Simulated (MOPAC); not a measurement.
**PM7 on InP: a test of settings**

Which settings matter? One reference run, then one change at a time; some changes are unwise on purpose.

The COD entry's cell or inner coordinates are ideal or old and differ from later refinements, so a difference from it is no clean test against experiment.

Method: PM7, atoms fixed, no spin polarisation, in MOPAC 23.2.5.

2 further runs of the same task are left out: 2 that didn't finish.

### Step 1. The system as given

The structure is cubic, space group F-43m (No. 216). The conventional cell has a = 5.908 Å, b = 5.908 Å, c = 5.908 Å, α = 90.00°, β = 90.00°, γ = 90.00°. In (site symmetry -43m) is surrounded by 4 P at 2.56 Å. P (site symmetry -43m) is surrounded by 4 In at 2.56 Å.

Coordinates:

```cif
data_structure
_symmetry_space_group_name_H-M 'P 1'
_symmetry_Int_Tables_number 1
_cell_length_a 4.1773
_cell_length_b 4.1773
_cell_length_c 4.1773
_cell_angle_alpha 60.000
_cell_angle_beta 60.000
_cell_angle_gamma 60.000
_cell_volume 51.54
loop_
_atom_site_label
_atom_site_type_symbol
_atom_site_fract_x
_atom_site_fract_y
_atom_site_fract_z
_atom_site_occupancy
In1 In 0.00000 0.00000 0.00000 1
P1 P 0.25000 0.25000 0.25000 1
```

### Step 2. The reference run

The gap of PM6 and PM7 is a difference of Hartree-Fock-like orbital energies, with no screening; it often comes out too large, and it hangs on the parameters.

The input, run.mop:

```
PM7 1SCF GRADIENTS AUX(PRECISION=6) THREADS=1
crystal as a cluster of 2x2x2 conventional cells

In 8.861440 1 0.000000 1 -8.861440 1
P 10.338347 1 1.476907 1 -7.384533 1
In 2.953813 1 0.000000 1 -8.861440 1
P 4.430720 1 1.476907 1 -7.384533 1
In 5.907627 1 2.953813 1 -8.861440 1
P 7.384533 1 4.430720 1 -7.384533 1
In 8.861440 1 5.907627 1 -8.861440 1
P 10.338347 1 7.384533 1 -7.384533 1
In 5.907627 1 0.000000 1 -5.907627 1
P 7.384533 1 1.476907 1 -4.430720 1
In 8.861440 1 2.953813 1 -5.907627 1
P 10.338347 1 4.430720 1 -4.430720 1
In 8.861440 1 0.000000 1 -2.953813 1
P 10.338347 1 1.476907 1 -1.476907 1
In 0.000000 1 2.953813 1 -8.861440 1
P 1.476907 1 4.430720 1 -7.384533 1
In 2.953813 1 5.907627 1 -8.861440 1
P 4.430720 1 7.384533 1 -7.384533 1
In 5.907627 1 8.861440 1 -8.861440 1
P 7.384533 1 10.338347 1 -7.384533 1
In 0.000000 1 0.000000 1 -5.907627 1
P 1.476907 1 1.476907 1 -4.430720 1
In 2.953813 1 2.953813 1 -5.907627 1
P 4.430720 1 4.430720 1 -4.430720 1
In 5.907627 1 5.907627 1 -5.907627 1
P 7.384533 1 7.384533 1 -4.430720 1
In 8.861440 1 8.861440 1 -5.907627 1
P 10.338347 1 10.338347 1 -4.430720 1
In 2.953813 1 0.000000 1 -2.953813 1
P 4.430720 1 1.476907 1 -1.476907 1
In 5.907627 1 2.953813 1 -2.953813 1
P 7.384533 1 4.430720 1 -1.476907 1
In 8.861440 1 5.907627 1 -2.953813 1
P 10.338347 1 7.384533 1 -1.476907 1
In 5.907627 1 0.000000 1 0.000000 1
P 7.384533 1 1.476907 1 -10.338347 1
In 8.861440 1 2.953813 1 0.000000 1
P 10.338347 1 4.430720 1 -10.338347 1
In 0.000000 1 8.861440 1 -8.861440 1
P 1.476907 1 10.338347 1 -7.384533 1
In 0.000000 1 5.907627 1 -5.907627 1
P 1.476907 1 7.384533 1 -4.430720 1
In 2.953813 1 8.861440 1 -5.907627 1
P 4.430720 1 10.338347 1 -4.430720 1
In 0.000000 1 2.953813 1 -2.953813 1
P 1.476907 1 4.430720 1 -1.476907 1
In 2.953813 1 5.907627 1 -2.953813 1
P 4.430720 1 7.384533 1 -1.476907 1
In 5.907627 1 8.861440 1 -2.953813 1
P 7.384533 1 10.338347 1 -1.476907 1
In 0.000000 1 0.000000 1 0.000000 1
P 1.476907 1 1.476907 1 -10.338347 1
In 2.953813 1 2.953813 1 0.000000 1
P 4.430720 1 4.430720 1 -10.338347 1
In 5.907627 1 5.907627 1 0.000000 1
P 7.384533 1 7.384533 1 -10.338347 1
In 8.861440 1 8.861440 1 0.000000 1
P 10.338347 1 10.338347 1 -10.338347 1
In 0.000000 1 8.861440 1 -2.953813 1
P 1.476907 1 10.338347 1 -1.476907 1
In 0.000000 1 5.907627 1 0.000000 1
P 1.476907 1 7.384533 1 -10.338347 1
In 2.953813 1 8.861440 1 0.000000 1
P 4.430720 1 10.338347 1 -10.338347 1
Tv 11.815253 1 0.000000 1 0.000000 1
Tv 0.000000 1 0.000000 1 -11.815253 1
Tv 0.000000 1 11.815253 1 0.000000 1
```

The run is started by

```console
$ mopac run.mop
```

The log of the run, cut to the lines that bear on the results:

```text
[...]
           Empirical Formula: In32 P32  =    64 atoms
[...]
     SCF FIELD WAS ACHIEVED
[...]
                                                       MOPAC v23.2.5 Linux
          FINAL HEAT OF FORMATION =        590.75604 KCAL/MOL =    2471.72327 KJ/MOL
          H.o.F. per unit cell    =         18.46113 KCAL, for 32 unit cells, unit cell = In1 P1
          GRADIENT NORM           =       2781.66547          =       347.70818 PER ATOM
          IONIZATION POTENTIAL    =         12.354489 EV
          HOMO LUMO ENERGIES (EV) =        -12.354 -5.522
          NO. OF FILLED LEVELS    =        128
          MOLECULAR WEIGHT        =       4665.4003         POINT GROUP:  C3v
          VOLUME OF UNIT CELL     =       1649.412 CUBIC ANGSTROMS
          DENSITY                 =          4.697 GRAMS/CC
                              A   =         11.815 ANGSTROMS
                              B   =         11.815 ANGSTROMS
                              C   =         11.815 ANGSTROMS
[...]
                             CARTESIAN COORDINATES
   1   In        8.861440000     0.000000000    -8.861440000
   2    P       10.338347000     1.476907000    -7.384533000
   3   In        2.953813000     0.000000000    -8.861440000
   4    P        4.430720000     1.476907000    -7.384533000
   5   In        5.907627000     2.953813000    -8.861440000
   6    P        7.384533000     4.430720000    -7.384533000
   7   In        8.861440000     5.907627000    -8.861440000
   8    P       10.338347000     7.384533000    -7.384533000
   9   In        5.907627000     0.000000000    -5.907627000
  10    P        7.384533000     1.476907000    -4.430720000
  11   In        8.861440000     2.953813000    -5.907627000
  12    P       10.338347000     4.430720000    -4.430720000
  13   In        8.861440000     0.000000000    -2.953813000
[...]
              NET ATOMIC CHARGES AND DIPOLE CONTRIBUTIONS
  ATOM NO.   TYPE          CHARGE      No. of ELECS.   s-Pop       p-Pop       d-Pop
    1         In           0.712997        2.2870     0.42526     1.86175
    2          P          -0.712991        5.7130     1.71119     3.95259     0.04922
    3         In           0.712997        2.2870     0.42525     1.86175
    4          P          -0.713003        5.7130     1.71119     3.95260     0.04922
    5         In           0.712998        2.2870     0.42525     1.86175
    6          P          -0.713002        5.7130     1.71119     3.95260     0.04922
    7         In           0.712998        2.2870     0.42526     1.86175
    8          P          -0.712990        5.7130     1.71119     3.95259     0.04922
    9         In           0.712998        2.2870     0.42525     1.86175
   10          P          -0.713003        5.7130     1.71119     3.95260     0.04922
   11         In           0.712998        2.2870     0.42525     1.86175
   12          P          -0.713003        5.7130     1.71119     3.95260     0.04922
[...]
 * JOB ENDED NORMALLY *
[...]
```

It took 5.6 s on 1 thread of Arm Neoverse V1, shared host; peak memory 0.051 GiB.

Gap 6.83 eV. The 64 atoms of the cluster fold only a few k-points onto the zone centre, so gap and energy may not be converged in the cluster's size.

### Step 3. Change: method = MNDOD

run.mop: that of step 2 with these lines changed.

```diff
@@ -1,2 +1,2 @@
-PM7 1SCF GRADIENTS AUX(PRECISION=6) THREADS=1
+MNDOD 1SCF GRADIENTS AUX(PRECISION=6) THREADS=1
 crystal as a cluster of 2x2x2 conventional cells
```

The run is started by

```console
$ mopac run.mop
```

The log of the run:

```text
[... start of the log left out ...]
    56         P          7.3845      7.3845    -10.3383
    57        In          8.8614      8.8614      0.0000
    58         P         10.3383     10.3383    -10.3383
    59        In          0.0000      8.8614     -2.9538
    60         P          1.4769     10.3383     -1.4769
    61        In          0.0000      5.9076      0.0000
    62         P          1.4769      7.3845    -10.3383
    63        In          2.9538      8.8614      0.0000
    64         P          4.4307     10.3383    -10.3383

  P: (MNDO/d): W.THIEL AND A.A.VOITYUK, J. PHYS. CHEM., 100, 616 (1996)
 DATA ARE NOT AVAILABLE FOR ELEMENT NO. 49

          SOME ELEMENTS HAVE BEEN SPECIFIED FOR WHICH
          NO PARAMETERS ARE AVAILABLE.  CALCULATION STOPPED.

          Parameters for some elements are missing

           Empirical Formula: In32 P32  =    64 atoms

 ******************************************************************************
 *                                                                            *
 *     Error and normal termination messages reported in this calculation     *
 *                                                                            *
 * Parameters for some elements are missing                                   *
 * JOB ENDED NORMALLY                                                         *
 *                                                                            *
 ******************************************************************************

 TOTAL JOB TIME:             0.01 SECONDS

 == MOPAC DONE ==
```

Wall time 0.05 s (1 thread of Arm Neoverse V1, shared host); peak memory 0.014 GiB.

The program refused the job: «Parameters for some elements are missing».

### Step 4. Change: CUTOFP = 40

run.mop: that of step 3 with these lines changed.

```diff
@@ -1,2 +1,2 @@
-MNDOD 1SCF GRADIENTS AUX(PRECISION=6) THREADS=1
+PM7 1SCF CUTOFP=40 GRADIENTS AUX(PRECISION=6) THREADS=1
 crystal as a cluster of 2x2x2 conventional cells
```

The run is started by

```console
$ mopac run.mop
```

The log of the run, cut to the lines that bear on the results:

```text
[...]
           Empirical Formula: In32 P32  =    64 atoms
[...]
     SCF FIELD WAS ACHIEVED
[...]
                                                       MOPAC v23.2.5 Linux
          FINAL HEAT OF FORMATION =        587.14336 KCAL/MOL =    2456.60784 KJ/MOL
          H.o.F. per unit cell    =         18.34823 KCAL, for 32 unit cells, unit cell = In1 P1
          GRADIENT NORM           =       2786.71388          =       348.33924 PER ATOM
          IONIZATION POTENTIAL    =         12.365171 EV
          HOMO LUMO ENERGIES (EV) =        -12.365 -5.531
          NO. OF FILLED LEVELS    =        128
          MOLECULAR WEIGHT        =       4665.4003         POINT GROUP:  C3v
          VOLUME OF UNIT CELL     =       1649.412 CUBIC ANGSTROMS
          DENSITY                 =          4.697 GRAMS/CC
                              A   =         11.815 ANGSTROMS
                              B   =         11.815 ANGSTROMS
                              C   =         11.815 ANGSTROMS
[...]
              NET ATOMIC CHARGES AND DIPOLE CONTRIBUTIONS
  ATOM NO.   TYPE          CHARGE      No. of ELECS.   s-Pop       p-Pop       d-Pop
    1         In           0.714445        2.2856     0.42504     1.86052
    2          P          -0.714440        5.7144     1.71122     3.95402     0.04920
    3         In           0.714445        2.2856     0.42503     1.86052
    4          P          -0.714452        5.7145     1.71122     3.95404     0.04920
    5         In           0.714446        2.2856     0.42503     1.86052
    6          P          -0.714450        5.7145     1.71122     3.95404     0.04920
    7         In           0.714446        2.2856     0.42504     1.86052
    8          P          -0.714439        5.7144     1.71122     3.95402     0.04920
    9         In           0.714446        2.2856     0.42503     1.86052
   10          P          -0.714452        5.7145     1.71122     3.95404     0.04920
   11         In           0.714446        2.2856     0.42503     1.86052
   12          P          -0.714452        5.7145     1.71122     3.95404     0.04920
[...]
 * JOB ENDED NORMALLY *
[...]
```

It took 7.3 s on 1 thread of Arm Neoverse V1, shared host; peak memory 0.055 GiB.

Against the reference run the gap moves by 0.00 eV and the energy by -2.4 meV/atom.

### Step 5. Change: method = PM6-ORG

run.mop: that of step 4 with these lines changed.

```diff
@@ -1,2 +1,2 @@
-PM7 1SCF CUTOFP=40 GRADIENTS AUX(PRECISION=6) THREADS=1
+PM6-ORG 1SCF GRADIENTS AUX(PRECISION=6) THREADS=1
 crystal as a cluster of 2x2x2 conventional cells
```

The run is started by

```console
$ mopac run.mop
```

The log of the run:

```text
[... start of the log left out ...]
    52         P          1.4769      1.4769    -10.3383
    53        In          2.9538      2.9538      0.0000
    54         P          4.4307      4.4307    -10.3383
    55        In          5.9076      5.9076      0.0000
    56         P          7.3845      7.3845    -10.3383
    57        In          8.8614      8.8614      0.0000
    58         P         10.3383     10.3383    -10.3383
    59        In          0.0000      8.8614     -2.9538
    60         P          1.4769     10.3383     -1.4769
    61        In          0.0000      5.9076      0.0000
    62         P          1.4769      7.3845    -10.3383
    63        In          2.9538      8.8614      0.0000
    64         P          4.4307     10.3383    -10.3383

          DATA ARE NOT AVAILABLE FOR ELEMENT NO. 49

          Parameters for some elements are missing

           Empirical Formula: In32 P32  =    64 atoms

 ******************************************************************************
 *                                                                            *
 *     Error and normal termination messages reported in this calculation     *
 *                                                                            *
 * Parameters for some elements are missing                                   *
 * JOB ENDED NORMALLY                                                         *
 *                                                                            *
 ******************************************************************************

 TOTAL JOB TIME:             0.00 SECONDS

 == MOPAC DONE ==
```

Wall time 0.05 s (1 thread of Arm Neoverse V1, shared host); peak memory 0.014 GiB.

The program refused the job: «Parameters for some elements are missing».

### Step 6. Change: CUTOFP = 10

run.mop: that of step 5 with these lines changed.

```diff
@@ -1,2 +1,2 @@
-PM6-ORG 1SCF GRADIENTS AUX(PRECISION=6) THREADS=1
+PM7 1SCF CUTOFP=10 GRADIENTS AUX(PRECISION=6) THREADS=1
 crystal as a cluster of 2x2x2 conventional cells
```

The run is started by

```console
$ mopac run.mop
```

The log of the run, cut to the lines that bear on the results:

```text
[...]
           Empirical Formula: In32 P32  =    64 atoms
[...]
     SCF FIELD WAS ACHIEVED
[...]
                                                       MOPAC v23.2.5 Linux
          FINAL HEAT OF FORMATION =        549.12204 KCAL/MOL =    2297.52662 KJ/MOL
          H.o.F. per unit cell    =         17.16006 KCAL, for 32 unit cells, unit cell = In1 P1
          GRADIENT NORM           =       2787.18990          =       348.39874 PER ATOM
          IONIZATION POTENTIAL    =         12.477948 EV
          HOMO LUMO ENERGIES (EV) =        -12.478 -5.619
          NO. OF FILLED LEVELS    =        128
          MOLECULAR WEIGHT        =       4665.4003         POINT GROUP:  C3v
          VOLUME OF UNIT CELL     =       1649.412 CUBIC ANGSTROMS
          DENSITY                 =          4.697 GRAMS/CC
                              A   =         11.815 ANGSTROMS
                              B   =         11.815 ANGSTROMS
                              C   =         11.815 ANGSTROMS
[...]
              NET ATOMIC CHARGES AND DIPOLE CONTRIBUTIONS
  ATOM NO.   TYPE          CHARGE      No. of ELECS.   s-Pop       p-Pop       d-Pop
    1         In           0.729532        2.2705     0.42275     1.84771
    2          P          -0.729528        5.7295     1.71153     3.96897     0.04902
    3         In           0.729532        2.2705     0.42275     1.84772
    4          P          -0.729537        5.7295     1.71153     3.96898     0.04902
    5         In           0.729533        2.2705     0.42275     1.84772
    6          P          -0.729536        5.7295     1.71153     3.96898     0.04902
    7         In           0.729533        2.2705     0.42275     1.84771
    8          P          -0.729528        5.7295     1.71153     3.96897     0.04902
    9         In           0.729533        2.2705     0.42275     1.84772
   10          P          -0.729537        5.7295     1.71153     3.96898     0.04902
   11         In           0.729533        2.2705     0.42275     1.84772
   12          P          -0.729537        5.7295     1.71153     3.96898     0.04902
[...]
 * JOB ENDED NORMALLY *
[...]
```

Wall time 2.5 s (1 thread of Arm Neoverse V1, shared host); peak memory 0.049 GiB.

Against the reference run the gap moves by +0.03 eV and the energy by -28.2 meV/atom.

### Step 7. Change: CHARGE = 2

run.mop: that of step 6 with these lines changed.

```diff
@@ -1,2 +1,2 @@
-PM7 1SCF CUTOFP=10 GRADIENTS AUX(PRECISION=6) THREADS=1
+PM7 1SCF CHARGE=2 GRADIENTS AUX(PRECISION=6) THREADS=1
 crystal as a cluster of 2x2x2 conventional cells
```

The run is started by

```console
$ mopac run.mop
```

The log of the run:

```text
[... start of the log left out ...]
                              PM7 CALCULATION RESULTS

 *******************************************************************************
 *  PM7        - The PM7 Hamiltonian to be used
 *
 *
 *
 *                 CHARGE ON SYSTEM = +2
 *
 *
 *

          INFINITE SYSTEMS MUST HAVE A ZERO CHARGE ON THE UNIT CELL

          Unit cell has a charge. Correct fault and re-submit
 *
 *  Errors detected in keywords.  Job stopped here to avoid wasting time.
 *
 *******************************************************************************

 ******************************************************************************
 *                                                                            *
 *     Error and normal termination messages reported in this calculation     *
 *                                                                            *
 * Unit cell has a charge. Correct fault and re-submit                        *
 * JOB ENDED NORMALLY                                                         *
 *                                                                            *
 ******************************************************************************

 TOTAL JOB TIME:             0.00 SECONDS

 == MOPAC DONE ==
```

It took 0.05 s on 1 thread of Arm Neoverse V1, shared host; peak memory 0.014 GiB.

The program refused the job: «Unit cell has a charge. Correct fault and re-submit».

### Step 8. Change: cluster = 1x1x1

The input, run.mop:

```
PM7 1SCF GRADIENTS AUX(PRECISION=6) THREADS=1
crystal as a cluster of 1x1x1 conventional cells

In 2.953813 1 0.000000 1 -2.953813 1
P 4.430720 1 1.476907 1 -1.476907 1
In 0.000000 1 2.953813 1 -2.953813 1
P 1.476907 1 4.430720 1 -1.476907 1
In 0.000000 1 0.000000 1 0.000000 1
P 1.476907 1 1.476907 1 -4.430720 1
In 2.953813 1 2.953813 1 0.000000 1
P 4.430720 1 4.430720 1 -4.430720 1
Tv 5.907627 1 0.000000 1 0.000000 1
Tv 0.000000 1 0.000000 1 -5.907627 1
Tv 0.000000 1 5.907627 1 0.000000 1
```

The run is started by

```console
$ mopac run.mop
```

The log of the run:

```text
[... start of the log left out ...]

     1        In          2.9538      0.0000     -2.9538
     2         P          4.4307      1.4769     -1.4769
     3        In          0.0000      2.9538     -2.9538
     4         P          1.4769      4.4307     -1.4769
     5        In          0.0000      0.0000      0.0000
     6         P          1.4769      1.4769     -4.4307
     7        In          2.9538      2.9538      0.0000
     8         P          4.4307      4.4307     -4.4307

 General Reference for PM7:
 "Optimization of Parameters for Semiempirical Methods VI: More Modifications to the
 NDDO Approximations and Re-optimization of Parameters", J. J. P. Stewart, J. Mol. Mod., 1:32, 19 (2013)

           Empirical Formula: In4 P4  =     8 atoms

          Excessive size of lattice vector summation
          To avoid this problem, pack atoms more tightly in the central unit cell (try MAKPOL)
          To over-ride this safety check, add keyword 'GEO-OK'

 ******************************************************************************
 *                                                                            *
 *     Error and normal termination messages reported in this calculation     *
 *                                                                            *
 * Excessive size of lattice vector summation                                 *
 * JOB ENDED NORMALLY                                                         *
 *                                                                            *
 ******************************************************************************

 TOTAL JOB TIME:             0.00 SECONDS

 == MOPAC DONE ==
```

Run time: 0.05 s. Hardware: 1 thread of Arm Neoverse V1, shared host; peak memory 0.014 GiB.

The program refused the job: «Excessive size of lattice vector summation».

### Step 9. Results

| change | ends | gap (eV) | energy (meV/atom) | pressure (GPa) | time |
| --- | --- | --- | --- | --- | --- |
| none | converged | 6.83 | 0 | – | 5.6 s |
| method = MNDOD | refused | – | – | – | 0.05 s |
| CUTOFP = 40 | converged | 0.00 | -2.4 | – | 7.3 s |
| method = PM6-ORG | refused | – | – | – | 0.05 s |
| CUTOFP = 10 | converged | +0.03 | -28.2 | – | 2.5 s |
| CHARGE = 2 | refused | – | – | – | 0.05 s |
| cluster = 1x1x1 | refused | – | – | – | 0.05 s |

The first row holds values, the others changes from it. Keys are the program's: temperature in eV (tblite) or K (CP2K), cutoffs in Ry, CUTOFP in Å. Among the numerical settings, CUTOFP = 10 moves the energy most (-28.2 meV/atom). 4 of the 6 changes gave no result. The changed runs test settings; they are no properties of the crystal.
